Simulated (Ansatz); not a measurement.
# In3Se: the cost of one run

Computed with Ansatz 0.2.0 (DFT PBE+D3(BJ), scalar-relativistic, plane waves, PAW, unless a step's input says otherwise).

8 further runs of the same task are left out: 8 set aside as unsound or not needed. Runs told in other sessions of the task aren't counted.

## 1. The system as given

Symmetry: Pm-3m, No. 221, cubic system. The conventional cell has a = 4.701 Å, b = 4.701 Å, c = 4.701 Å, α = 90.00°, β = 90.00°, γ = 90.00°. In (site symmetry 4/mmm) is surrounded by 8 In at 3.32 Å and 4 Se at 3.32 Å. Se (site symmetry m-3m) has 12 In at 3.32 Å in its first shell of neighbours.

As a file:

```
In Se
1.0
     4.70081    0.00000    0.00000
     0.00000    4.70081    0.00000
     0.00000    0.00000    4.70081
In Se
3 1
Direct
  0.00000 0.50000 0.50000
  0.50000 0.00000 0.50000
  0.50000 0.50000 0.00000
  0.00000 0.00000 0.00000
```

It goes back to an entry of the Materials Project, which need not be the stable form.

It is the result of an earlier relaxation at this level (volume 25.97 Å³/atom; gap on the mesh: none (metal)).

## 2. What is varied

The energy is mapped over two homogeneous strains (x along [1 0 0], y along [0 1 0], z along [0 0 1] of the conventional cell).

First coordinate, engineering shear strain xy: 9 values from −30.0 %. Second coordinate, equal normal strain along x and y: 9 values from −15.00 %.

Nothing else is relaxed (symmetry fixes all fractional coordinates). Energies count from the relaxed crystal. Points are written as (first, second).

## 3. The run at (−22.5 %, −11.25 %)

Contents of input.yaml:

```yaml
crystal:
  lattice:
    - [4.1719691247, -0.5288411567, 0.0]
    - [-0.5288411567, 4.1719691247, 0.0]
    - [0.0, 0.0, 4.7008102814]
  atoms:
    - { symbol: In, position: [0.0, 0.5, 0.5] }
    - { symbol: In, position: [0.5, 0.0, 0.5] }
    - { symbol: In, position: [0.5, 0.5, 0.0] }
    - { symbol: Se, position: [0.0, 0.0, 0.0] }
basis:
  ecutwfc: 420
kpoints:
  mp_grid: { grid: [8, 8, 8] }
hamiltonian:
  xc: pbe
  pseudopotentials: { kind: paw, azcp: { folder: soft_1 } }
  dispersion: d3bj
scf:
  occupations: { method: gaussian, width: 0.15 }
output:
  forces: true
  stress: true
  eigenvalues: true
```

Launch:

```bash
ansatz run input.yaml --threads 2 --pin off --max-ram 4096MiB --backend cpu --events-out ev --progress --plain --runs-dir out
```

What time and memory should one allow on 2 threads of Intel Xeon 6975P-C (Granite Rapids), shared host?

About 4.2 s, with a peak of 0.55 GiB.
